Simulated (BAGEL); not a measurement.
# CH6FNSn (SMILES [CH3][SnH]([NH2])[F]), step by step

Wanted: the energy (HF/ANO-RCC-VDZP), then a single-point energy (NEVPT2(2,2)/ANO-RCC-VDZP) of CH6FNSn. 

The results are computed with BAGEL 1.2.2.

## 1. Starting point

CH6FNSn has 10 atoms, charge 0, and is taken as a singlet. SMILES: `[CH3][SnH]([NH2])[F]`. Geometry: relaxed at PBE0-D4/def2-TZVP. This is one conformer, not always the lowest.

Bond lengths: C1–Sn2 2.121 Å, Sn2–N3 2.000 Å, Sn2–F4 1.931 Å, C1–H5 1.090 Å, C1–H6 1.090 Å, C1–H7 1.089 Å, Sn2–H8 1.704 Å, N3–H9 1.008 Å, N3–H10 1.008 Å. Some angles: C1–Sn2–N3 111.9°, C1–Sn2–F4 103.5°, N3–Sn2–F4 105.0°, C1–Sn2–H8 120.3°, N3–Sn2–H8 111.0°, F4–Sn2–H8 103.2°, Sn2–C1–H5 108.9°, Sn2–C1–H6 110.7°, Sn2–C1–H7 109.4°, Sn2–N3–H9 117.9°.

## 2. A single-point energy at HF/ANO-RCC-VDZP (DKH2, density fitting with AutoAux) (run 1)

Input file input.json:

```json
{ "bagel": [

{
  "title": "molecule",
  "basis": "ano-rcc-vdzp.json",
  "df_basis": "ano-rcc-vdzp-autoaux.json",
  "dkh": "true",
  "geometry": [
    { "atom": "C", "xyz": [    -1.93376241,     2.24291783,     0.57749652 ] },
    { "atom": "Sn", "xyz": [    -0.02381622,    -0.80143096,    -1.19582247 ] },
    { "atom": "N", "xyz": [     2.87654111,    -2.05073079,     0.88023443 ] },
    { "atom": "F", "xyz": [    -2.47290128,    -3.50619596,    -1.12136726 ] },
    { "atom": "H", "xyz": [    -2.25161435,     1.76765171,     2.55660669 ] },
    { "atom": "H", "xyz": [    -0.81712325,     3.96974956,     0.45882172 ] },
    { "atom": "H", "xyz": [    -3.75167894,     2.53695921,    -0.34261113 ] },
    { "atom": "H", "xyz": [     0.78101814,    -0.62228492,    -4.30914626 ] },
    { "atom": "H", "xyz": [     3.24976202,    -1.15405574,     2.51938287 ] },
    { "atom": "H", "xyz": [     4.50057174,    -2.47932068,    -0.01833034 ] }
  ]
},

{ "title": "hf" },

{ "title": "print", "file": "orbitals.molden", "orbitals": "true" }

]}
```

The basis set ANO-RCC-VDZP is read from a file made from the Basis Set Exchange's data (not shown).

On the command line:

```sh
BAGEL_NUM_THREADS=1 BAGEL input.json > input.out
```

The log of the run:

```text
* using 1 threads per process

  ===============================================================
  ===============================================================

  *** Geometry ***

  { "atom" : "C", "xyz" : [     -1.933762,      2.242918,      0.577497 ] },
  { "atom" : "Sn", "xyz" : [     -0.023816,     -0.801431,     -1.195822 ] },
  { "atom" : "N", "xyz" : [      2.876541,     -2.050731,      0.880234 ] },
  { "atom" : "F", "xyz" : [     -2.472901,     -3.506196,     -1.121367 ] },
  { "atom" : "H", "xyz" : [     -2.251614,      1.767652,      2.556607 ] },
  { "atom" : "H", "xyz" : [     -0.817123,      3.969750,      0.458822 ] },
  { "atom" : "H", "xyz" : [     -3.751679,      2.536959,     -0.342611 ] },
  { "atom" : "H", "xyz" : [      0.781018,     -0.622285,     -4.309146 ] },
  { "atom" : "H", "xyz" : [      3.249762,     -1.154056,      2.519383 ] },
  { "atom" : "H", "xyz" : [      4.500572,     -2.479321,     -0.018330 ] },

  Number of auxiliary basis functions:     1238

  Since a DF basis is specified, we compute 2- and 3-index integrals:
    o Being stored without compression. Storage requirement is 0.131 GB

  Number of basis functions:      115
  Number of electrons      :       78

    * METHOD: MOLECULE                             3.58

  *** RHF ***

  === Nuclear Repulsion ===
   415.8278250747

      * DIIS with orbital gradients will be used.

  === RHF iteration (ano-rcc-vdzp.json) ===
      0      -6367.53026894          0.02138638           0.68
      1      -6367.76919104          0.01452745           0.68
      2      -6367.92841473          0.00179820           0.69
      3      -6367.93111825          0.00076861           0.68
      4      -6367.93173200          0.00013905           0.69
      5      -6367.93175644          0.00006021           0.69
      6      -6367.93176055          0.00001755           0.69
      7      -6367.93176130          0.00000469           0.69
      8      -6367.93176135          0.00000198           0.69
      9      -6367.93176135          0.00000069           0.69
     10      -6367.93176135          0.00000037           0.69
     11      -6367.93176136          0.00000011           0.69
     12      -6367.93176135          0.00000005           0.69
     13      -6367.93176136          0.00000002           0.69
     14      -6367.93176136          0.00000001           0.69
    * SCF iteration converged.

    * Permanent dipole moment:
           (   -0.968146,    -1.605599,    -0.040268) a.u.

    * METHOD: HF                                  12.91

    * METHOD: PRINT                                0.04

  ===============================================================
```

It took 17 s on 1 thread of Arm Neoverse V1, shared host; peak memory 0.45 GiB.

## 3. A single-point energy at NEVPT2(2,2)/ANO-RCC-VDZP (DKH2, density fitting with AutoAux) (run 2)

Input file calc.json:

```json
{ "bagel" : [

{
  "title" : "molecule",
  "basis" : "ano-rcc-vdzp.json",
  "df_basis" : "ano-rcc-vdzp-autoaux.json",
  "angstrom" : false,
  "dkh" : true,
  "geometry" : [
    { "atom" : "C", "xyz" : [    -1.93376241,     2.24291783,     0.57749652 ] },
    { "atom" : "Sn", "xyz" : [    -0.02381622,    -0.80143096,    -1.19582247 ] },
    { "atom" : "N", "xyz" : [     2.87654111,    -2.05073079,     0.88023443 ] },
    { "atom" : "F", "xyz" : [    -2.47290128,    -3.50619596,    -1.12136726 ] },
    { "atom" : "H", "xyz" : [    -2.25161435,     1.76765171,     2.55660669 ] },
    { "atom" : "H", "xyz" : [    -0.81712325,     3.96974956,     0.45882172 ] },
    { "atom" : "H", "xyz" : [    -3.75167894,     2.53695921,    -0.34261113 ] },
    { "atom" : "H", "xyz" : [     0.78101814,    -0.62228492,    -4.30914626 ] },
    { "atom" : "H", "xyz" : [     3.24976202,    -1.15405574,     2.51938287 ] },
    { "atom" : "H", "xyz" : [     4.50057174,    -2.47932068,    -0.01833034 ] }
  ]
},

{
  "title" : "hf"
},

{
  "title" : "nevpt2",
  "nstate" : 1,
  "nact" : 2,
  "nclosed" : 38,
  "active" : [30, 46],
  "maxiter" : 200,
  "natocc" : true,
  "ncore" : 21
},

{
  "title" : "print",
  "file" : "orbitals.molden",
  "orbitals" : true
}

]}
```

The basis set ANO-RCC-VDZP is read from a file made from the Basis Set Exchange's data (not shown).

On the command line:

```sh
BAGEL_NUM_THREADS=1 BAGEL calc.json > calc.out
```

The log of the run:

```text
* using 1 threads per process

  ===============================================================
  ===============================================================

  *** Geometry ***

  { "atom" : "C", "xyz" : [     -1.933762,      2.242918,      0.577497 ] },
  { "atom" : "Sn", "xyz" : [     -0.023816,     -0.801431,     -1.195822 ] },
  { "atom" : "N", "xyz" : [      2.876541,     -2.050731,      0.880234 ] },
  { "atom" : "F", "xyz" : [     -2.472901,     -3.506196,     -1.121367 ] },
  { "atom" : "H", "xyz" : [     -2.251614,      1.767652,      2.556607 ] },
  { "atom" : "H", "xyz" : [     -0.817123,      3.969750,      0.458822 ] },
  { "atom" : "H", "xyz" : [     -3.751679,      2.536959,     -0.342611 ] },
  { "atom" : "H", "xyz" : [      0.781018,     -0.622285,     -4.309146 ] },
  { "atom" : "H", "xyz" : [      3.249762,     -1.154056,      2.519383 ] },
  { "atom" : "H", "xyz" : [      4.500572,     -2.479321,     -0.018330 ] },

  Number of auxiliary basis functions:     1238

  Since a DF basis is specified, we compute 2- and 3-index integrals:
    o Being stored without compression. Storage requirement is 0.131 GB

  Number of basis functions:      115
  Number of electrons      :       78

    * METHOD: MOLECULE                             3.59

  *** RHF ***

  === Nuclear Repulsion ===
   415.8278250747

      * DIIS with orbital gradients will be used.

  === RHF iteration (ano-rcc-vdzp.json) ===
      0      -6367.53026894          0.02138638           0.70
      1      -6367.76919104          0.01452745           0.71
      2      -6367.92841473          0.00179820           0.72
      3      -6367.93111825          0.00076861           0.73
      4      -6367.93173200          0.00013905           0.73
      5      -6367.93175644          0.00006021           0.73
      6      -6367.93176055          0.00001755           0.73
      7      -6367.93176130          0.00000469           0.72
      8      -6367.93176135          0.00000198           0.73
      9      -6367.93176135          0.00000069           0.72
     10      -6367.93176135          0.00000037           0.72
     11      -6367.93176136          0.00000011           0.72
     12      -6367.93176135          0.00000005           0.72
     13      -6367.93176136          0.00000002           0.72
     14      -6367.93176136          0.00000001           0.72
    * SCF iteration converged.

    * Permanent dipole moment:
           (   -0.968146,    -1.605599,    -0.040268) a.u.

    * METHOD: HF                                  13.45

    * freezing 21 orbitals
  ---------------------------
      CASSCF calculation
  ---------------------------

    ==== Active orbitals : =====
         Orbital 30
         Orbital 46
    ============================

    * nstate   :      1
    * nclosed  :     38
    * nact     :      2
    * nvirt    :     75
  === CASSCF iteration (ano-rcc-vdzp.json) ===

    * Using the second-order algorithm

      0  0     -6367.93188584     1.68e-05      0.21

      1  0     -6367.93199778     1.99e-05      2.66

      2  0     -6367.93225819     3.67e-05      2.48

      3  0     -6367.93320061     1.12e-04      2.95

      4  0     -6367.94518145     6.04e-04      2.77

      5  0     -6367.94790948     1.59e-04      3.71

      6  0     -6367.94825649     1.01e-04      3.73

      7  0     -6367.94827946     4.98e-05      3.73

      8  0     -6367.94828114     2.46e-05      4.10

      9  0     -6367.94828144     1.14e-05      4.03

     10  0     -6367.94828151     5.15e-06      4.13

     11  0     -6367.94828149     2.31e-06      4.20

     12  0     -6367.94828151     1.03e-06      4.24

     13  0     -6367.94828150     4.58e-07      4.04

     14  0     -6367.94828151     2.04e-07      3.91

     15  0     -6367.94828150     9.07e-08      3.64

     16  0     -6367.94828150     4.05e-08      3.69

     17  0     -6367.94828151     1.81e-08      3.31

     18  0     -6367.94828151     7.75e-09      2.78

    * Second-order optimization converged. *

     guess   0:   closed 1.                   open ..

  === FCI iteration ===

      0  0     -6367.93147685     7.89e-02      0.00
      1  0     -6367.94827957     6.56e-04      0.00
      2  0 *   -6367.94828151     3.56e-16      0.00

     * ci vector, state   0, <S^2> = 0.0000
       2.     0.9943821630
       .2    -0.1058494872

  === DF-NEVPT2 calculation ===

    * 3-index integral transformation done
    * assembly done

      NEVPT2 correlation energy:   -1.0306445752      0.58

          (+0)     -0.8422340711
          (+0)'    -0.1142250752
          (+1)     -0.0118481677
          (+1)'    -0.0059589177
          (+2)     -0.0003513571
          (-1)     -0.0479939191
          (-1)'    -0.0025605750
          (-2)     -0.0054724923

      NEVPT2 total energy:       -6368.9789260866

    * METHOD: NEVPT2                              69.33

    * METHOD: PRINT                                0.04

  ===============================================================
```

Run time: 87 s. Hardware: 1 thread of Arm Neoverse V1, shared host; peak memory 0.5 GiB.

## 4. Outcome

| quantity | value |
| --- | --- |
| run 1, HF/ANO-RCC-VDZP: total energy | -6367.93176 Eh |
| run 1, HF/ANO-RCC-VDZP: dipole moment | 4.77 D |
| run 1, HF/ANO-RCC-VDZP: HOMO energy | -11.02 eV |
| run 1, HF/ANO-RCC-VDZP: LUMO energy | 1.88 eV |
| run 1, HF/ANO-RCC-VDZP: HOMO–LUMO gap | 12.90 eV |
| run 2, NEVPT2(2,2)/ANO-RCC-VDZP: total energy | -6368.97893 Eh |
